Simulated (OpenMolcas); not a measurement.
# Tc⁴⁺ among point charges: CASSCF and CASPT2 levels and susceptibility

Aim: the splitting of the states of Tc⁴⁺ in the field of 3 point charges, its lowest levels with spin-orbit coupling and its magnetic susceptibility.

Program: OpenMolcas 26.06. Level of theory: state-averaged CASSCF and CASPT2, spin-orbit coupling by RASSI with atomic mean-field integrals. These are calculated values, not measurements, unless marked.

### Step 1. Starting point

| Quantity | Value |
| --- | --- |
| Species | Tc⁴⁺ (technetium, Z = 43, 39 electrons) |
| Basis | ANO-RCC-VTZP [7s6p4d2f1g], 68 functions |
| Scalar Hamiltonian | DKH2, point nucleus |
| Inactive shells | 1s 2s 2p 3s 3p 3d 4s 4p |
| Active space | 3 electrons in 5 orbitals (4d) |
| Some configurations of this space | 4d³ |
| Orbitals | optimised for each spin and parity, averaged over all roots |

The outer shells:

4d3
```
4d [↑ ][↑ ][↑ ][  ][  ]
```

The ion sits among 3 point charges of -3 e arranged as a planar triangle (D3h), 1.98 Å from the ion.

The work runs as a chain of OpenMolcas steps in one folder; each step below is one input file. Labels, J, g values, rates, χT and fits are worked out afterwards by a script from the matrices that RASSI stores.

### Step 2. One- and two-electron integrals

a.inp reads:

```
&GATEWAY
Coord
1

Tc 0.0 0.0 0.0
Basis=ANO-RCC-VTZP
Group=NoSym
NoMove
AngMom=0.0 0.0 0.0
AMFI
XField
3 Angstrom 0
1.980000 0.000000 0.000000 -3.000000
-0.990000 1.714730 0.000000 -3.000000
-0.990000 -1.714730 0.000000 -3.000000
&SEWARD
```

Started as:

```
$ OMP_NUM_THREADS=1 MOLCAS_MEM=1689 MOLCAS_PROJECT=a pymolcas a.inp > a.log
```

### Step 3. Reference wave functions, quartets, 10 roots

a.inp reads:

```
&RASSCF
FileOrb=start.orb
Symmetry=1
Spin=4
nActEl=3 0 0
Inactive=18
Ras2=5
CIRoot=10 10 1
SDav=10
CIMx=300
Iter=120 100
PrWF=0.3
OrbListing=Nothing
MaxOrb=0
>>> COPY $Project.JobIph JOB001
```

start.orb holds the contracted functions of the basis, ordered by shell, or the orbitals of the step before.

### Step 4. Reference wave functions, doublets, 40 roots

a.inp reads:

```
&RASSCF
FileOrb=start.orb
Symmetry=1
Spin=2
nActEl=3 0 0
Inactive=18
Ras2=5
CIRoot=40 40 1
SDav=40
CIMx=300
Iter=120 100
PrWF=0.3
OrbListing=Nothing
MaxOrb=0
>>> COPY $Project.JobIph JOB002
```

### Step 5. RASSI: spin-orbit coupling between the states

a.inp reads:

```
&RASSI
NrOfJobIphs=2 10 40
1 2 3 4 5 6 7 8 9 10
1 2 3 4 5 6 7 8 9 10 11 12 13 14 15 16 17 18 19 20 21 22 23 24 25 26 27
28 29 30 31 32 33 34 35 36 37 38 39 40
IphNames
JOB001
JOB002
EJob
SpinOrbit
DIPRint=1.0
SOCoupling=1000.0
Subsets=2
Property=9
'ANGMOM' 1 'ANGMOM' 2 'ANGMOM' 3 'MLTPL  1' 1 'MLTPL  1' 2 'MLTPL  1' 3
'AMFI' 1 'AMFI' 2 'AMFI' 3
SOProperty=3
'ANGMOM' 1 'ANGMOM' 2 'ANGMOM' 3
```

### Step 6. CASPT2: IPEA 0.25, imaginary shift 0.1 (closed shells correlated: 4s 4p)

a.inp reads:

```
>>> COPY JOB001 $Project.JobIph
&CASPT2
Multistate=10 1 2 3 4 5 6 7 8 9 10
NoMult
Frozen=14
IPEA=0.25
Imaginary=0.1
MaxIter=60
WThr=0.0 0.3 0.05
PrWF=0.5
NoMix
>>> COPY JOB002 $Project.JobIph
&CASPT2
Multistate=40 1 2 3 4 5 6 7 8 9 10 11 12 13 14 15 16 17 18 19 20 21 22
23 24 25 26 27 28 29 30 31 32 33 34 35 36 37 38 39 40
NoMult
Frozen=14
IPEA=0.25
Imaginary=0.1
MaxIter=60
WThr=0.0 0.3 0.05
PrWF=0.5
NoMix
```

(Steps that only read results are left out.)

Before running it: what results should come out? Wanted: spin-free ground state; first state of the same spin within the active space; lowest level; next level.

The runs gave:

| quantity | value |
| --- | --- |
| method | SS-CASPT2, IPEA 0.25, imaginary shift 0.1 (closed shells correlated: 4s 4p) |
| spin-free ground state | 4A2, 1-fold in its orbital part |
| first state of the same spin within the active space | 4A1 at 10200 cm⁻¹ |
| lowest level | 2-fold E3/2, g = 0.00, 0.00, 5.98 |
| next level | 46.9 cm⁻¹ |
| χT at 300 K | 1.71 cm³ K/mol |
| effective moment at 300 K | 3.70 μB |

Cost by method:

```
                                              method  time of its own steps  time with the reference
                                           A. CASSCF                   11 s                     11 s
B. SS-CASPT2, IPEA 0.25, imaginary shift 0.1, +4s 4p                   13 s                     24 s
```

Times are of one thread on a shared host.

What this shows: The spin-free ground state (4A2) comes to 64 % from free-ion P terms and keeps the highest spin of the shell. χT at 300 K is 1.71, against 1.88 cm³ K/mol for the spin alone, so spin-orbit coupling lowers it. CASPT2 does not keep the components of a term degenerate, and the means are used. The field of point charges can differ much from that of real complexes. This is an electrostatic model: the charges have no orbitals.
